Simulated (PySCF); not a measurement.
# CH5F3GaN: the cost of one run

The runs use PySCF 2.14.0, with density-fitted response routines of our own; the level of theory stands in each step. All values are computed, except where a source is named. Atoms count from 0, in the outputs and in this text.

**1. The molecule as given**

11 atoms, charge 0, multiplicity 1; geometry from: GFN2-xTB. The atoms were then displaced at random by about 0.01 Å, so the start is not that level's minimum.

Bonds of the start (Å): N0–Ga1 2.16, Ga1–C2 2.04, C2–F3 1.28, C2–F4 1.40, C2–F5 1.39, N0–H6 1.02, N0–H7 1.03, N0–H8 1.00, Ga1–H9 1.56, Ga1–H10 1.54.

**2. Geometry optimisation at PBE0-D3(BJ)/def2-SVP**

Job settings and geometry (Å):

```
{"job": {"xc": "PBE0", "basis": "def2-SVP", "d3": "d3bj", "grid": 1, "shake": 0.01, "kind": "geom"}, "charge": 0, "multiplicity": 1}
N      1.444140    -0.316690    -0.293140
Ga    -0.057990     1.041360     0.467000
C     -1.574510    -0.261310     0.056780
F     -2.846420    -0.321070     0.184140
F     -1.286490    -0.527660    -1.283540
F     -1.063470    -1.387830     0.698100
H      2.388050     0.061490    -0.240930
H      1.238350    -0.488570    -1.284550
H      1.385390    -1.173250     0.229180
H      0.350170     1.128850     1.966720
H      0.060900     2.218830    -0.515410
```

On the command line:

```console
> OMP_NUM_THREADS=1 python probes_run.py task.json out
```

The driver reads the jobs from task.json and runs them one after another.

**Question.** How long does this first job take on 1 thread of Arm Neoverse V1, shared host, and how much memory does it need?

About 75 s, with a peak of 0.53 GiB.
